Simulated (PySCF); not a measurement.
# C₄H₇BrGeSi: electronic excitations

What electronic excitations should C₄H₇BrGeSi (`C#C/C(Br)=[C](\[SiH3])[GeH3]`) show?

Computed with PySCF 2.14.0, with density-fitted response routines of our own, on a single molecule in the gas phase. Atoms are numbered from 0 throughout.

## 1. The starting structure

14 atoms, charge 0, multiplicity 1; geometry from: GFN2-xTB.

Bonds of the start (Å): C0–C1 1.20, C1–C2 1.40, C2–Br3 1.95, C2–C4 1.33, C4–Si5 1.89, C4–Ge6 1.96, C0–H7 1.05, Si5–H8 1.46, Si5–H9 1.46, Si5–H10 1.47, Ge6–H11 1.49, Ge6–H12 1.49, Ge6–H13 1.50.

## 2. Ultraviolet spectrum: PBE0/def2-SVPD

Job settings and geometry (Å):

```
{"job": {"kind": "uv", "xc": "PBE0", "basis": "def2-SVPD", "nstates": 8, "ntriplets": 3}, "charge": 0, "multiplicity": 1}
C      2.978287     1.325034     0.163561
C      1.799821     1.148330     0.004198
C      0.414929     1.035781    -0.187169
Br    -0.412429     2.722182    -0.694141
C     -0.337722    -0.053581    -0.057293
Si     0.414832    -1.718145     0.427550
Ge    -2.267612     0.099619    -0.351141
H      4.011025     1.439939     0.308588
H      1.837699    -1.729858     0.094676
H     -0.307568    -2.743914    -0.328760
H      0.203210    -1.895195     1.866667
H     -2.567900     0.540953    -1.746937
H     -2.878682     1.071804     0.605712
H     -2.888568    -1.243421    -0.127677
```

Method: TDDFT PBE0/def2-SVPD, vertical, gas phase, core orbitals frozen in the response.

Command:

```console
$ OMP_NUM_THREADS=1 python probes_run.py task.json out
```

One launch serves the whole session: the jobs run in the order shown.

What will the session give for the following? lowest singlet (PBE0/def2-SVPD); brightest single state of those computed; lowest triplet; surface potential, 1st and 99th percentile. Wanted: lowest singlet; brightest single state of those computed; lowest triplet; surface potential, 1st and 99th percentile.

As calculated:

| quantity | value |
| --- | --- |
| lowest singlet (PBE0/def2-SVPD) | 4.75 eV (261 nm), f = 0.006 |
| brightest single state of those computed | state 3, 4.95 eV, f = 0.201 |
| lowest triplet | 3.15 eV |
| surface potential, 1st and 99th percentile | -0.53 V and 1.60 V |

What this shows: The lowest singlet, at 4.75 eV, is HOMO→LUMO+1 0.83, HOMO−1→LUMO 0.10 and is weak; of the 8 states computed, the strongest absorption comes from state 3 at 4.95 eV. The lowest triplet lies 1.60 eV below the lowest singlet (triplets in Tamm-Dancoff, singlets in full TDDFT). At PBE0/def2-SVPD, counted by nearest atom on the grid, the HOMO lies on C4 29 %; Br3 21 %, the LUMO on C4 30 %; C2 23 %.
